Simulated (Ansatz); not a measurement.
**GeH₉N₃Si: one species, many methods**

One table from this session's results is given with a row withheld; the runs are named, their logs left out.

Method: functionals in def2-TZVPP, the program's frozen cores in correlated methods; program: Ansatz 0.2.0, Gaussian basis.

Plan: PBE-D4, r2SCAN-D4, PBE0-D4, B3LYP-D4, ωB97X-V, ωB97M-V, B2PLYP; CCSD(T)/def2-TZVPP; MP2/def2-QZVPP; extrapolation to the limit.

### The geometry

An earlier PBE0-D4 in a triple-zeta def2 set relaxation fixed the geometry.

SMILES `N[SiH2][NH][GeH2][NH2]`, 14 atoms, charge 0, spin multiplicity 1.

Atoms are counted from 1 here; the program's logs count them from 0.

Bond lengths: N1–Si2 1.712 Å, N1–H6 1.007 Å, N1–H7 1.006 Å, Si2–N3 1.711 Å, Si2–H8 1.495 Å, Si2–H9 1.491 Å, N3–Ge4 1.844 Å, N3–H10 1.010 Å, Ge4–N5 1.836 Å, Ge4–H11 1.536 Å, Ge4–H12 1.534 Å, N5–H13 1.011 Å, N5–H14 1.011 Å. Angles: Si2–N1–H6 121.8°, Si2–N1–H7 120.4°, H6–N1–H7 111.9°, N1–Si2–N3 111.0°, N1–Si2–H8 116.2°, N1–Si2–H9 103.6°, N3–Si2–H8 103.0°, N3–Si2–H9 115.4°, H8–Si2–H9 108.0°, Si2–N3–Ge4 126.4°, Si2–N3–H10 117.9°, Ge4–N3–H10 115.2°, N3–Ge4–N5 115.9°, N3–Ge4–H11 105.7°, N3–Ge4–H12 108.4°, N5–Ge4–H11 107.4°, N5–Ge4–H12 105.7°, H11–Ge4–H12 114.0° and more.

Coordinates:

| atom | x (Å) | y (Å) | z (Å) |
| --- | --- | --- | --- |
| N1 | 0.49267 | -1.71961 | -2.19963 |
| Si2 | 0.45934 | -0.26175 | -1.30196 |
| N3 | 0.34851 | -0.57721 | 0.37588 |
| Ge4 | -0.77867 | 0.25607 | 1.57468 |
| N5 | -0.39480 | 2.01241 | 1.94706 |
| H6 | -0.26004 | -2.38667 | -2.15546 |
| H7 | 0.98785 | -1.76872 | -3.07425 |
| H8 | -0.70625 | 0.64043 | -1.55289 |
| H9 | 1.69490 | 0.44889 | -1.73906 |
| H10 | 1.03476 | -1.19237 | 0.78804 |
| H11 | -0.64695 | -0.53204 | 2.88661 |
| H12 | -2.19602 | 0.25628 | 0.98700 |
| H13 | -0.57893 | 2.64509 | 1.18054 |
| H14 | 0.54363 | 2.17923 | 2.28343 |

Set-up of the first run:

in.yaml

```yaml
crystal:
  periodic: [false, false, false]
  atoms:
    - {symbol: N, position_ang: [0.492667, -1.719614, -2.199631]}
    - {symbol: Si, position_ang: [0.459338, -0.261754, -1.301958]}
    - {symbol: N, position_ang: [0.348505, -0.577207, 0.375877]}
    - {symbol: Ge, position_ang: [-0.778672, 0.256066, 1.574682]}
    - {symbol: N, position_ang: [-0.394795, 2.012405, 1.947064]}
    - {symbol: H, position_ang: [-0.260044, -2.386666, -2.155461]}
    - {symbol: H, position_ang: [0.987847, -1.768723, -3.074248]}
    - {symbol: H, position_ang: [-0.706254, 0.640435, -1.552895]}
    - {symbol: H, position_ang: [1.694904, 0.448887, -1.739055]}
    - {symbol: H, position_ang: [1.034763, -1.192370, 0.788041]}
    - {symbol: H, position_ang: [-0.646948, -0.532036, 2.886612]}
    - {symbol: H, position_ang: [-2.196015, 0.256277, 0.986998]}
    - {symbol: H, position_ang: [-0.578931, 2.645092, 1.180538]}
    - {symbol: H, position_ang: [0.543633, 2.179228, 2.283434]}
basis:
  gaussian: {orbitals: def2-TZVPP}
hamiltonian: {xc: pbe, dispersion: d4}
output: {forces: true, orbitals: {seedname: orbitals}}
```

Run with:

```sh
> ansatz run in.yaml --threads 2 --pin off --events-out ev --progress --plain --max-ram 32768MiB --backend cuda --devices 0, --max-vram 18GiB
```

Steps of the session up to this table: PBE-D4 (GGA); r2SCAN-D4 (meta-GGA); PBE0-D4 (hybrid); B3LYP-D4 (hybrid); ωB97X-V (range-separated); ωB97M-V (range-separated); B2PLYP (double hybrid); CCSD(T) in def2-TZVPP; MP2 in def2-QZVPP.

One table of the session follows, with a row left open; its other results are not shown here.

| method | atomisation energy (kJ/mol) |
| --- | --- |
| PBE-D4 | 4587.3 |
| r2SCAN-D4 | 4522.3 |
| PBE0-D4 | 4511.9 |
| B3LYP-D4 | 4568.0 |
| ωB97X-V | 4595.5 |
| ωB97M-V | 4569.2 |
| B2PLYP | 4505.4 |
| HF/def2-TZVPP | ? |
| MP2/def2-TZVPP | 4451.8 |
| CCSD/def2-TZVPP | 4366.9 |
| CCSD(T)/def2-TZVPP | 4431.5 |
| MP2/CBS | 4594.2 |
| CCSD(T)/CBS | 4573.9 |

**Question.** Estimate the row for HF/def2-TZVPP.

As computed: atomisation energy (kJ/mol): 3119.8. In the column «atomisation energy (kJ/mol)» it is the lowest.

Limits of these values: Free atoms (3 N, 1 Si, 1 Ge, 9 H) were run apart at each level; the atomisation energy is their sum less the molecule, without zero-point or spin-orbit terms.
